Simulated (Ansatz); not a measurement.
# Alloy of Si and Sn (32 of 128 Si sites exchanged), 128 atoms

How does this alloy cell relax, and what gap do PBEsol and HSE06 with spin–orbit coupling give?

All numbers are computed with Ansatz 0.2.0 (PAW, plane waves).

### 1 The system as built

128 atoms (96 Si, 32 Sn); a = 16.149 Å, b = 16.149 Å, c = 16.149 Å, α = 60.00°, β = 60.00°, γ = 60.00°. All atoms were shaken off their sites by about 0.02 Å along each axis.

Steps to follow: (2) PBEsol cell relaxation at the single k point (½, ½, ½), on 1 × NVIDIA GB300 Max-Q with 8 threads of Arm Neoverse-V2; (3) HSE06 with spin–orbit coupling single point at the Γ point alone, on 1 × NVIDIA GB300 Max-Q with 8 threads of Arm Neoverse-V2.

### 2 Relaxing cell and atoms with PBEsol

Input file in.yaml:

```yaml
crystal:
  lattice:
    - [0.000000, 11.418936, 11.418936]
    - [11.418936, 0.000000, 11.418936]
    - [11.418936, 11.418936, 0.000000]
  atoms:
    - { symbol: Si, position: [0.999401, 0.002971, 0.000345] }
    - { symbol: Si, position: [0.500981, 0.999690, 0.000634] }
    - { symbol: Si, position: [0.000600, 0.496805, 0.001197] }
    - { symbol: Si, position: [0.999743, 0.999952, 0.500747] }
    - { symbol: Si, position: [0.248340, 0.250373, 0.247924] }
    - { symbol: Si, position: [0.500860, 0.500303, 0.999036] }
    - { symbol: Si, position: [0.750426, 0.249220, 0.249358] }
    - { symbol: Si, position: [0.999947, 0.499446, 0.497806] }
    - { symbol: Si, position: [0.250687, 0.251581, 0.749507] }
    - { symbol: Si, position: [0.500394, 0.499269, 0.501409] }
    - { symbol: Si, position: [0.749045, 0.750494, 0.249030] }
    - { symbol: Si, position: [0.752257, 0.250983, 0.747397] }
    - { symbol: Si, position: [0.749341, 0.746958, 0.752144] }
    - { symbol: Si, position: [0.563939, 0.063911, 0.060741] }
    - { symbol: Si, position: [0.061498, 0.561780, 0.063583] }
    - { symbol: Si, position: [0.312479, 0.315417, 0.310510] }
    - { symbol: Si, position: [0.562396, 0.560852, 0.064062] }
    - { symbol: Si, position: [0.566149, 0.063065, 0.560006] }
    - { symbol: Si, position: [0.811284, 0.311398, 0.311735] }
    - { symbol: Si, position: [0.313221, 0.810890, 0.312927] }
    - { symbol: Si, position: [0.313297, 0.312959, 0.812348] }
    - { symbol: Si, position: [0.814040, 0.310694, 0.814300] }
    - { symbol: Si, position: [0.308607, 0.814057, 0.812894] }
    - { symbol: Si, position: [0.001466, 0.000839, 0.248726] }
    - { symbol: Si, position: [0.246849, 0.250307, 0.001182] }
    - { symbol: Si, position: [0.498703, 0.000128, 0.250481] }
    - { symbol: Si, position: [0.753351, 0.248581, 0.999739] }
    - { symbol: Si, position: [0.000583, 0.500328, 0.248841] }
    - { symbol: Si, position: [0.999135, 0.998761, 0.752612] }
    - { symbol: Si, position: [0.248346, 0.247635, 0.501050] }
    - { symbol: Si, position: [0.498526, 0.500141, 0.250155] }
    - { symbol: Si, position: [0.751703, 0.747114, 0.999595] }
    - { symbol: Si, position: [0.750467, 0.248921, 0.500952] }
    - { symbol: Si, position: [0.003492, 0.498107, 0.747322] }
    - { symbol: Si, position: [0.498094, 0.501287, 0.753407] }
    - { symbol: Si, position: [0.748071, 0.748622, 0.501481] }
    - { symbol: Si, position: [0.311745, 0.311728, 0.063603] }
    - { symbol: Si, position: [0.564050, 0.062280, 0.312032] }
    - { symbol: Si, position: [0.809041, 0.313757, 0.063512] }
    - { symbol: Si, position: [0.310806, 0.815145, 0.061199] }
    - { symbol: Si, position: [0.562401, 0.564064, 0.313638] }
    - { symbol: Si, position: [0.563376, 0.060040, 0.812462] }
    - { symbol: Si, position: [0.813588, 0.310369, 0.560558] }
    - { symbol: Si, position: [0.314116, 0.811436, 0.562215] }
    - { symbol: Si, position: [0.564130, 0.561300, 0.813280] }
    - { symbol: Si, position: [0.999731, 0.250207, 0.999684] }
    - { symbol: Si, position: [0.247055, 0.000645, 0.248282] }
    - { symbol: Si, position: [0.749737, 0.998075, 0.252511] }
    - { symbol: Si, position: [0.000300, 0.749039, 0.002450] }
    - { symbol: Si, position: [0.998701, 0.251449, 0.499421] }
    - { symbol: Si, position: [0.249451, 0.500863, 0.250208] }
    - { symbol: Si, position: [0.499478, 0.750211, 0.000902] }
    - { symbol: Si, position: [0.250307, 0.999051, 0.750218] }
    - { symbol: Si, position: [0.500554, 0.249024, 0.499374] }
    - { symbol: Si, position: [0.753411, 0.998854, 0.748561] }
    - { symbol: Si, position: [0.001530, 0.748351, 0.500323] }
    - { symbol: Si, position: [0.250320, 0.499905, 0.747147] }
    - { symbol: Si, position: [0.498676, 0.753991, 0.497973] }
    - { symbol: Si, position: [0.314590, 0.061756, 0.311288] }
    - { symbol: Si, position: [0.562519, 0.310238, 0.062829] }
    - { symbol: Si, position: [0.811786, 0.060818, 0.313230] }
    - { symbol: Si, position: [0.062970, 0.811280, 0.062226] }
    - { symbol: Si, position: [0.312065, 0.563419, 0.312355] }
    - { symbol: Si, position: [0.561306, 0.812686, 0.062121] }
    - { symbol: Si, position: [0.563806, 0.313811, 0.562514] }
    - { symbol: Si, position: [0.814103, 0.562263, 0.312341] }
    - { symbol: Si, position: [0.811298, 0.063650, 0.811905] }
    - { symbol: Si, position: [0.060634, 0.813558, 0.564355] }
    - { symbol: Si, position: [0.311995, 0.562264, 0.815552] }
    - { symbol: Si, position: [0.562089, 0.814489, 0.559851] }
    - { symbol: Si, position: [0.813283, 0.563211, 0.811485] }
    - { symbol: Si, position: [0.249119, 0.999192, 0.000696] }
    - { symbol: Si, position: [0.751551, 0.998759, 0.001203] }
    - { symbol: Si, position: [0.000279, 0.252223, 0.249769] }
    - { symbol: Si, position: [0.252507, 0.999747, 0.499890] }
    - { symbol: Si, position: [0.500040, 0.249347, 0.250760] }
    - { symbol: Si, position: [0.751133, 0.502565, 0.998136] }
    - { symbol: Si, position: [0.749260, 0.998576, 0.499032] }
    - { symbol: Si, position: [0.999157, 0.751269, 0.249822] }
    - { symbol: Si, position: [0.001653, 0.246503, 0.748361] }
    - { symbol: Si, position: [0.248392, 0.501112, 0.501164] }
    - { symbol: Si, position: [0.503672, 0.748384, 0.248744] }
    - { symbol: Si, position: [0.748153, 0.502952, 0.499874] }
    - { symbol: Si, position: [0.996651, 0.750532, 0.751714] }
    - { symbol: Si, position: [0.499706, 0.746762, 0.754042] }
    - { symbol: Si, position: [0.311904, 0.061315, 0.062457] }
    - { symbol: Si, position: [0.311258, 0.561731, 0.064055] }
    - { symbol: Si, position: [0.314180, 0.063428, 0.560389] }
    - { symbol: Si, position: [0.812909, 0.561228, 0.061900] }
    - { symbol: Si, position: [0.065731, 0.809034, 0.311332] }
    - { symbol: Si, position: [0.059408, 0.315786, 0.812073] }
    - { symbol: Si, position: [0.313556, 0.561541, 0.561993] }
    - { symbol: Si, position: [0.561657, 0.309558, 0.814395] }
    - { symbol: Si, position: [0.812202, 0.562865, 0.563437] }
    - { symbol: Si, position: [0.062207, 0.811371, 0.814560] }
    - { symbol: Si, position: [0.561106, 0.813533, 0.811562] }
    - { symbol: Sn, position: [0.499190, 0.000438, 0.500918] }
    - { symbol: Sn, position: [0.249669, 0.751957, 0.249760] }
    - { symbol: Sn, position: [0.253427, 0.748519, 0.748932] }
    - { symbol: Sn, position: [0.066704, 0.058837, 0.062940] }
    - { symbol: Sn, position: [0.062223, 0.061931, 0.561791] }
    - { symbol: Sn, position: [0.061098, 0.563415, 0.561507] }
    - { symbol: Sn, position: [0.558570, 0.562437, 0.564791] }
    - { symbol: Sn, position: [0.814397, 0.813198, 0.308408] }
    - { symbol: Sn, position: [0.815752, 0.811657, 0.813392] }
    - { symbol: Sn, position: [0.250869, 0.748184, 0.002213] }
    - { symbol: Sn, position: [0.499663, 0.000757, 0.749063] }
    - { symbol: Sn, position: [0.247792, 0.749958, 0.500775] }
    - { symbol: Sn, position: [0.062061, 0.062436, 0.314214] }
    - { symbol: Sn, position: [0.060868, 0.564093, 0.312809] }
    - { symbol: Sn, position: [0.062918, 0.061998, 0.812503] }
    - { symbol: Sn, position: [0.314764, 0.312686, 0.560906] }
    - { symbol: Sn, position: [0.813413, 0.812898, 0.062521] }
    - { symbol: Sn, position: [0.064247, 0.560252, 0.812340] }
    - { symbol: Sn, position: [0.812239, 0.812154, 0.562729] }
    - { symbol: Sn, position: [0.498454, 0.250270, 0.999614] }
    - { symbol: Sn, position: [0.752109, 0.497544, 0.251129] }
    - { symbol: Sn, position: [0.748158, 0.500339, 0.750058] }
    - { symbol: Sn, position: [0.061676, 0.313700, 0.062759] }
    - { symbol: Sn, position: [0.059849, 0.315932, 0.559391] }
    - { symbol: Sn, position: [0.312633, 0.064761, 0.812938] }
    - { symbol: Sn, position: [0.249842, 0.495985, 0.002822] }
    - { symbol: Sn, position: [0.499631, 0.249276, 0.749498] }
    - { symbol: Sn, position: [0.814390, 0.061681, 0.065296] }
    - { symbol: Sn, position: [0.061243, 0.316128, 0.312465] }
    - { symbol: Sn, position: [0.560259, 0.311438, 0.313446] }
    - { symbol: Sn, position: [0.809369, 0.061046, 0.566063] }
    - { symbol: Sn, position: [0.563131, 0.813754, 0.312225] }
kpoints:
  mp_grid: { grid: [1, 1, 1], shift: [0.5, 0.5, 0.5] }
hamiltonian:
  xc: pbesol
scf:
  occupations: { method: fermi_dirac, width: 0.01 }
relax:
  f_tol: 0.03
  max_steps: 80
  escape_saddle: false
  adjacent_minimum: "off"
  cell: { fix: [shape] }
output:
  forces: true
  eigenvalues: true
  populations: true
```

The run is started by

```sh
$ ansatz run in.yaml --threads 8 --pin off --max-ram 118750MiB --runs-dir r --events-out ev --progress --plain --backend cuda --devices 0,
```

After this run come: HSE06 with spin–orbit coupling single point.

Q: Predict the outcome of this session. Wanted: for each run, top filled to lowest empty.

As calculated:

```
                         level          time   k points  top filled to lowest empty (eV)
            PBEsol, relaxation    16 s (GPU)  (½, ½, ½)                             0.89
HSE06 with spin–orbit coupling  22 min (GPU)          Γ                             0.96
```

```
     quantity                                                                         value
   relaxation                                             7 recorded steps, 13.74 eV gained
largest shift                                                                 0.28 Å (Si47)
 relaxed cell  a = 16.133 Å, b = 16.133 Å, c = 16.133 Å, α = 60.00°, β = 60.00°, γ = 60.00°
   mean bonds                                                    Si–Si 2.372, Si–Sn 2.576 Å
```

**What this shows.** The relaxation lowers the energy by 13.74 eV; the largest shift is 0.28 Å (Si47), while the volume changes by -0.3 %. The mean lengths of the listed bonds run from Si–Si 2.37 Å to Si–Sn 2.58 Å. Rows on different k points differ by sampling as well as by level. With one k point the spacing samples only the states that fold onto it, so it can exceed the gap over the zone.
